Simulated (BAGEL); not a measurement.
# UHF/STO-3G (density fitting with qzvpp-jkfit) run of C3H6B (SMILES BC1[CH]C1)

Aim: the vertical doublet–quartet gap of C3H6B at UHF/STO-3G (density fitting with qzvpp-jkfit), from 2 runs. 

The calculation is run with BAGEL 1.2.2.

1 further run of the same task is left out (set aside as unsound or not needed).

### 1 The system as given

The species is C3H6B (10 atoms), meant as a doublet with charge 0. SMILES: `BC1[CH]C1`. Geometry: relaxed at GFN2-xTB.

Bond lengths: B1–C2 1.539 Å, C2–C3 1.481 Å, C2–C4 1.553 Å, C3–C4 1.443 Å, B1–H5 1.170 Å, B1–H6 1.169 Å, C2–H7 1.091 Å, C3–H8 1.070 Å, C4–H9 1.087 Å, C4–H10 1.081 Å. Some angles: B1–C2–C3 122.2°, B1–C2–C4 117.7°, C3–C2–C4 56.7°, C2–C3–C4 64.1°, C2–C4–C3 59.1°, B1–C2–H7 117.0°, C3–C2–H7 113.9°, C4–C2–H7 115.6°, C2–B1–H5 120.0°, C2–B1–H6 119.7°.

### 2 A single-point energy at UHF/STO-3G (density fitting with qzvpp-jkfit)

Input file input.json:

```json
{ "bagel": [

{
  "title": "molecule",
  "basis": "sto-3g",
  "df_basis": "qzvpp-jkfit",
  "angstrom": "true",
  "geometry": [
    { "atom": "B", "xyz": [   -1.238520,    0.713360,   -0.664790 ] },
    { "atom": "C", "xyz": [   -0.093710,   -0.285440,   -0.421400 ] },
    { "atom": "C", "xyz": [    0.126200,   -0.927700,    0.895100 ] },
    { "atom": "C", "xyz": [    1.037580,    0.138170,    0.554730 ] },
    { "atom": "H", "xyz": [   -1.742870,    0.778820,   -1.718020 ] },
    { "atom": "H", "xyz": [   -1.590860,    1.413990,    0.201750 ] },
    { "atom": "H", "xyz": [    0.219760,   -0.896260,   -1.269290 ] },
    { "atom": "H", "xyz": [    0.297680,   -1.961880,    1.110710 ] },
    { "atom": "H", "xyz": [    2.069370,   -0.079550,    0.291380 ] },
    { "atom": "H", "xyz": [    0.915360,    1.106510,    1.019820 ] }
  ]
},
{ "title": "uhf", "nopen": 1 },
{ "title": "print", "file": "orbitals.molden", "orbitals": "true" }

]}
```

On the command line:

```
BAGEL_NUM_THREADS=1 BAGEL input.json > input.out
```

Output:

```text
* using 1 threads per process

  ===============================================================
  ===============================================================

  *** Geometry ***

  { "atom" : "B", "xyz" : [     -2.340464,      1.348055,     -1.256271 ] },
  { "atom" : "C", "xyz" : [     -0.177086,     -0.539403,     -0.796331 ] },
  { "atom" : "C", "xyz" : [      0.238483,     -1.753099,      1.691494 ] },
  { "atom" : "C", "xyz" : [      1.960742,      0.261103,      1.048288 ] },
  { "atom" : "H", "xyz" : [     -3.293547,      1.471757,     -3.246587 ] },
  { "atom" : "H", "xyz" : [     -3.006290,      2.672054,      0.381252 ] },
  { "atom" : "H", "xyz" : [      0.415286,     -1.693686,     -2.398610 ] },
  { "atom" : "H", "xyz" : [      0.562534,     -3.707416,      2.098938 ] },
  { "atom" : "H", "xyz" : [      3.910543,     -0.150328,      0.550628 ] },
  { "atom" : "H", "xyz" : [      1.729780,      2.091001,      1.927180 ] },

  Number of auxiliary basis functions:      408

  Since a DF basis is specified, we compute 2- and 3-index integrals:
    o Being stored without compression. Storage requirement is 0.002 GB

  Number of basis functions:       26
  Number of electrons      :       29

    * METHOD: MOLECULE                             0.10

  *** Open-shell HF ***

  === Nuclear Repulsion ===
   101.1624984288

      * DIIS with orbital gradients will be used.

  === UHF iteration (sto-3g) ===
      0       -139.89999869          0.02400153           0.01
      1       -139.95348813          0.00810009           0.01
      2       -139.96023356          0.00303586           0.01
      3       -139.96174189          0.00101620           0.01
      4       -139.96205027          0.00028931           0.01
      5       -139.96216198          0.00007537           0.01
      6       -139.96218938          0.00002713           0.01
      7       -139.96219525          0.00000935           0.01
      8       -139.96219615          0.00000398           0.01
      9       -139.96219640          0.00000206           0.01
     10       -139.96219646          0.00000084           0.01
     11       -139.96219647          0.00000039           0.01
     12       -139.96219647          0.00000017           0.01
     13       -139.96219647          0.00000009           0.01
     14       -139.96219647          0.00000006           0.01
     15       -139.96219647          0.00000004           0.01
     16       -139.96219647          0.00000002           0.01
     17       -139.96219647          0.00000001           0.01
     18       -139.96219647          0.00000001           0.01
    * SCF iteration converged.

    * S^2 (UHF) is 0.7622

    * Permanent dipole moment:
           (   -0.264259,     0.169955,    -0.041078) a.u.

    * METHOD: UHF                                  0.25

    * METHOD: PRINT                                0.00

  ===============================================================
```

Wall time 0.62 s (1 thread of Arm Neoverse V2, shared host); peak memory 0.081 GiB.

### 3 The quartet

Input file calc.json:

```json
{ "bagel": [

{
  "title": "molecule",
  "basis": "sto-3g",
  "df_basis": "qzvpp-jkfit",
  "angstrom": true,
  "geometry": [
    { "atom": "B", "xyz": [   -1.238520,    0.713360,   -0.664790 ] },
    { "atom": "C", "xyz": [   -0.093710,   -0.285440,   -0.421400 ] },
    { "atom": "C", "xyz": [    0.126200,   -0.927700,    0.895100 ] },
    { "atom": "C", "xyz": [    1.037580,    0.138170,    0.554730 ] },
    { "atom": "H", "xyz": [   -1.742870,    0.778820,   -1.718020 ] },
    { "atom": "H", "xyz": [   -1.590860,    1.413990,    0.201750 ] },
    { "atom": "H", "xyz": [    0.219760,   -0.896260,   -1.269290 ] },
    { "atom": "H", "xyz": [    0.297680,   -1.961880,    1.110710 ] },
    { "atom": "H", "xyz": [    2.069370,   -0.079550,    0.291380 ] },
    { "atom": "H", "xyz": [    0.915360,    1.106510,    1.019820 ] }
  ]
},
{
  "title": "uhf",
  "nopen": 3
},
{
  "title": "print",
  "file": "orbitals.molden",
  "orbitals": true
}

]}
```

On the command line:

```
BAGEL_NUM_THREADS=1 BAGEL calc.json > calc.out
```

Output:

```text
* using 1 threads per process

  ===============================================================
  ===============================================================

  *** Geometry ***

  { "atom" : "B", "xyz" : [     -2.340464,      1.348055,     -1.256271 ] },
  { "atom" : "C", "xyz" : [     -0.177086,     -0.539403,     -0.796331 ] },
  { "atom" : "C", "xyz" : [      0.238483,     -1.753099,      1.691494 ] },
  { "atom" : "C", "xyz" : [      1.960742,      0.261103,      1.048288 ] },
  { "atom" : "H", "xyz" : [     -3.293547,      1.471757,     -3.246587 ] },
  { "atom" : "H", "xyz" : [     -3.006290,      2.672054,      0.381252 ] },
  { "atom" : "H", "xyz" : [      0.415286,     -1.693686,     -2.398610 ] },
  { "atom" : "H", "xyz" : [      0.562534,     -3.707416,      2.098938 ] },
  { "atom" : "H", "xyz" : [      3.910543,     -0.150328,      0.550628 ] },
  { "atom" : "H", "xyz" : [      1.729780,      2.091001,      1.927180 ] },

  Number of auxiliary basis functions:      408

  Since a DF basis is specified, we compute 2- and 3-index integrals:
    o Being stored without compression. Storage requirement is 0.002 GB

  Number of basis functions:       26
  Number of electrons      :       29

    * METHOD: MOLECULE                             0.10

  *** Open-shell HF ***

  === Nuclear Repulsion ===
   101.1624984288

      * DIIS with orbital gradients will be used.

  === UHF iteration (sto-3g) ===
      0       -139.57746985          0.03318923           0.01
      1       -139.66895326          0.01291054           0.01
      2       -139.68530557          0.00573294           0.01
      3       -139.68976974          0.00336458           0.01
      4       -139.69356805          0.00238994           0.01
      5       -139.69595060          0.00194683           0.01
      6       -139.69846637          0.00116978           0.01
      7       -139.69934076          0.00077114           0.01
      8       -139.69997666          0.00030638           0.01
      9       -139.70003975          0.00020537           0.01
     10       -139.70007724          0.00018209           0.01
     11       -139.70009198          0.00016918           0.01
     12       -139.70010831          0.00016572           0.01
     13       -139.70014626          0.00015438           0.01
     14       -139.70020921          0.00012412           0.01
     15       -139.70025838          0.00007714           0.01
     16       -139.70027339          0.00004362           0.01
     17       -139.70027709          0.00003145           0.01
     18       -139.70027752          0.00002889           0.01
     19       -139.70027811          0.00002344           0.01
     20       -139.70027867          0.00001570           0.01
     21       -139.70027892          0.00000945           0.01
     22       -139.70027902          0.00000616           0.01
     23       -139.70027909          0.00000473           0.01
     24       -139.70027912          0.00000412           0.01
     25       -139.70027914          0.00000351           0.01
     26       -139.70027915          0.00000273           0.01
     27       -139.70027915          0.00000233           0.01
     28       -139.70027916          0.00000196           0.01
     29       -139.70027917          0.00000136           0.01
     30       -139.70027917          0.00000098           0.01
     31       -139.70027917          0.00000080           0.01
     32       -139.70027917          0.00000069           0.01
     33       -139.70027917          0.00000060           0.01
     34       -139.70027917          0.00000046           0.01
     35       -139.70027917          0.00000036           0.01
     36       -139.70027917          0.00000029           0.01
     37       -139.70027917          0.00000025           0.01
     38       -139.70027917          0.00000022           0.01
     39       -139.70027917          0.00000020           0.01
     40       -139.70027917          0.00000013           0.01
     41       -139.70027917          0.00000010           0.01
     42       -139.70027917          0.00000009           0.01
     43       -139.70027917          0.00000008           0.01
     44       -139.70027917          0.00000007           0.01
     45       -139.70027917          0.00000006           0.01
     46       -139.70027917          0.00000004           0.01
     47       -139.70027917          0.00000003           0.01
     48       -139.70027917          0.00000003           0.01
     49       -139.70027917          0.00000002           0.01
     50       -139.70027917          0.00000001           0.01
     51       -139.70027917          0.00000001           0.01
    * SCF iteration converged.

    * S^2 (UHF) is 3.7812

    * Permanent dipole moment:
           (   -1.079244,     0.829776,    -0.225254) a.u.

    * METHOD: UHF                                  0.74

    * METHOD: PRINT                                0.00

  ===============================================================
```

Wall time 1.1 s (1 thread of Arm Neoverse V2, shared host); peak memory 0.081 GiB.

### 4 Results

Level: UHF/STO-3G (density fitting with qzvpp-jkfit).

| quantity | value |
| --- | --- |
| doublet: total energy | -139.96220 Eh |
| doublet: dipole moment | 0.81 D |
| doublet: ⟨S²⟩ | 0.762 |
| quartet: total energy | -139.70028 Eh |
| quartet: dipole moment | 3.51 D |
| quartet: ⟨S²⟩ | 3.781 |
| vertical energy of the quartet above the doublet | 7.127 eV |

In words: At this shape the quartet lies 7.13 eV (164 kcal/mol) above the doublet. In a minimal basis such a difference can be off by several eV, whatever the method.
